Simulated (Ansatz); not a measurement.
**BF2HSi (SMILES B=[Si](F)F): single points off equilibrium**

An exercise on one series of results from a longer session: the logs are not shown, and one member is left open.

Method: single points in def2-TZVPP; program: Ansatz 0.2.0, Gaussian basis.

Correlated methods freeze the cores.

### The starting structure

SMILES `B=[Si](F)F`, 5 atoms, charge 0, spin multiplicity 1.

Atoms are counted from 1 here; the program's logs count them from 0.

Bond lengths: B1–Si2 1.728 Å, B1–H5 1.151 Å, Si2–F3 1.686 Å, Si2–F4 1.542 Å. Angles: Si2–B1–H5 143.8°, B1–Si2–F3 130.0°, B1–Si2–F4 132.7°, F3–Si2–F4 91.2°.

As a file:

```
B    -0.59840    1.09710   -0.06420
Si    0.28800   -0.38230    0.03680
F    -0.24350   -1.94010    0.40220
F     1.71000   -0.71740    0.52960
H    -1.01840    1.88050   -0.79610
```

The first run:

Input file run/in.yaml:

```yaml
crystal:
  periodic: [false, false, false]
  atoms:
    - {symbol: B, position_ang: [-0.598400, 1.097100, -0.064200]}
    - {symbol: Si, position_ang: [0.288000, -0.382300, 0.036800]}
    - {symbol: F, position_ang: [-0.243500, -1.940100, 0.402200]}
    - {symbol: F, position_ang: [1.710000, -0.717400, 0.529600]}
    - {symbol: H, position_ang: [-1.018400, 1.880500, -0.796100]}
basis:
  gaussian: {orbitals: def2-TZVPP}
correlation: {method: ccsd_t}
output: {forces: true}
```

The command line of these runs was not kept.

Among the steps run: CCSD(T)/def2-TZVPP; PBE0-D4/def2-TZVPP; wB97M-V/def2-TZVPP; r2SCAN-D4/def2-TZVPP; PBE-D4/def2-TZVPP; B97M-V/def2-TZVPP; LC-wPBE/def2-TZVPP.

One of the session's tables, all rows but one given; the rest of the session is left out.

```
   method  RMS force component (eV/Å)  angle to CCSD(T) forces (°)  dipole (D)
  CCSD(T)                       2.178                    reference        1.95
  PBE0-D4                       2.075                          2.5        1.93
  wB97M-V                       1.983                          4.3        1.90
r2SCAN-D4                       2.085                          1.2        1.79
   PBE-D4                       1.979                          8.8        1.71
   B97M-V                       2.135                          3.4        1.75
  LC-wPBE                           ?                            ?           ?
```

Estimate the missing values for LC-wPBE.

The run gave: RMS force component (eV/Å): 1.957; angle to CCSD(T) forces (°): 7.3; dipole (D): 1.91. In the column «RMS force component (eV/Å)» it is the lowest.
